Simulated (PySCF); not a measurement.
# C4H11AlO: electronic excitations

What electronic excitations should C4H11AlO (`C=CC[O+](C)[AlH3-]`) show?

Computed with PySCF 2.14.0, with density-fitted response routines of our own, on a single molecule in the gas phase. Atoms are numbered from 0 throughout.

## Step 1: Starting geometry

17 atoms, charge 0, multiplicity 1; geometry from: GFN2-xTB.

Bonds of the start (Å): C0–C1 1.32, C1–C2 1.50, C2–O3 1.41, O3–C4 1.41, O3–Al5 1.88, C0–H6 1.08, C0–H7 1.08, C1–H8 1.08, C2–H9 1.10, C2–H10 1.10, C4–H11 1.09, C4–H12 1.09, C4–H13 1.09, Al5–H14 1.58, Al5–H15 1.58, Al5–H16 1.58.

## Step 2: Ultraviolet spectrum: CAM-B3LYP/def2-SVPD

Job settings and geometry (Å):

```
{"job": {"kind": "uv", "xc": "CAM-B3LYP", "basis": "def2-SVPD", "nstates": 8, "ntriplets": 3}, "charge": 0, "multiplicity": 1}
C      1.359971     0.974096    -1.367323
C      1.374088     1.137125    -0.058017
C      0.311989     0.626952     0.871354
O     -0.428653    -0.465854     0.364682
C      0.285571    -1.680543     0.291282
Al    -2.197689    -0.012387    -0.062729
H      2.135432     1.375262    -1.996116
H      0.558357     0.447792    -1.861805
H      2.167015     1.686479     0.430985
H      0.745205     0.356652     1.843123
H     -0.438432     1.413192     1.036261
H      0.606965    -1.997830     1.287870
H     -0.405312    -2.414311    -0.121069
H      1.157535    -1.583125    -0.360199
H     -1.960347     1.152721    -1.098563
H     -2.681265     0.440890     1.373104
H     -2.597429    -1.445078    -0.582750
```

Level: TDDFT CAM-B3LYP/def2-SVPD, vertical, gas phase, core orbitals frozen in the response.

On the command line:

```sh
$ OMP_NUM_THREADS=1 python probes_run.py task.json out
```

The driver reads the jobs from task.json and runs them one after another.

Predict these results of the whole session: lowest singlet (CAM-B3LYP/def2-SVPD); brightest single state of those computed; lowest triplet.

As calculated:

| quantity | value |
| --- | --- |
| lowest singlet (CAM-B3LYP/def2-SVPD) | 6.36 eV (195 nm), f = 0.002 |
| brightest single state of those computed | state 6, 7.40 eV, f = 0.106 |
| lowest triplet | 4.38 eV |

The lowest singlet, at 6.36 eV, is HOMO→LUMO 0.65, HOMO→LUMO+2 0.10 and is weak; of the 8 states computed, the strongest absorption comes from states 4 to 5 together at 7.22 eV (the last state computed is bright too, and its partners may lie past the list). The lowest triplet lies 1.98 eV below the lowest singlet (triplets in Tamm-Dancoff, singlets in full TDDFT).
